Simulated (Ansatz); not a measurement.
# CF₃HfNO: how energies converge with the basis set

An exercise on one series of results from a longer session: the logs are not shown, and one member is left open.

Computed with Ansatz 0.2.0, Gaussian basis. Level: one geometry, several basis sets.

Plan: PBE0-D4/def2-SVP; ωB97M-V/def2-SVP; PBE0-D4/def2-QZVPP; ωB97M-V/def2-QZVPP; the functionals' def2-TZVPP values are taken from earlier runs.

## The relaxed structure

The geometry comes from an earlier relaxation with PBE0-D4 in a triple-zeta def2 set; it is a stationary point, not always the lowest conformer. Hf takes the def2 core potential; no spin-orbit term is included.

SMILES `O=C=[N][Hf]([F])([F])[F]`, 7 atoms, charge 0, spin multiplicity 1.

Atoms are counted from 1 here; the program's logs count them from 0.

Bond lengths: O1–C2 1.161 Å, C2–N3 1.204 Å, N3–Hf4 2.024 Å, Hf4–F5 1.896 Å, Hf4–F6 1.896 Å, Hf4–F7 1.896 Å. Angles: O1–C2–N3 180.0°, C2–N3–Hf4 180.0°, N3–Hf4–F5 109.8°, N3–Hf4–F6 109.8°, N3–Hf4–F7 109.8°, F5–Hf4–F6 109.1°, F5–Hf4–F7 109.1°, F6–Hf4–F7 109.1°.

Set-up of the first run:

in.yaml

```yaml
crystal:
  periodic: [false, false, false]
  atoms:
    - {symbol: O, position_ang: [1.850685, -2.027617, 1.806780]}
    - {symbol: C, position_ang: [1.196950, -1.311269, 1.168761]}
    - {symbol: N, position_ang: [0.519195, -0.568578, 0.507290]}
    - {symbol: Hf, position_ang: [-0.620233, 0.679549, -0.605566]}
    - {symbol: F, position_ang: [0.470353, 2.016821, -1.391251]}
    - {symbol: F, position_ang: [-1.925791, 1.508150, 0.491676]}
    - {symbol: F, position_ang: [-1.491170, -0.297046, -1.977690]}
basis:
  gaussian: {orbitals: def2-SVP}
hamiltonian: {xc: pbe0, dispersion: d4}
output: {orbitals: {seedname: orbitals}}
```

Run with:

```bash
$ ansatz run in.yaml --threads 4 --pin off --events-out ev --progress --plain --max-ram 10444MiB
```

Among the steps run: PBE0-D4 in def2-SVP; ωB97M-V in def2-SVP; PBE0-D4 in def2-QZVPP; ωB97M-V in def2-QZVPP.

One of the session's tables, all rows but one given; the rest of the session is left out.

It belongs to the step «Functionals by basis». 

| functional | basis | HOMO (eV) |
| --- | --- | --- |
| PBE0-D4 | def2-SVP | -9.31 |
| PBE0-D4 | def2-TZVPP | -9.39 |
| PBE0-D4 | def2-QZVPP | -9.41 |
| ωB97M-V | def2-SVP | ? |
| ωB97M-V | def2-TZVPP | -11.62 |
| ωB97M-V | def2-QZVPP | -11.64 |

**Question.** Estimate the row for ωB97M-V, def2-SVP.

As computed: HOMO (eV): -11.51. In the column «HOMO (eV)» it lies between ωB97M-V, def2-TZVPP (-11.62) and PBE0-D4, def2-QZVPP (-9.41).
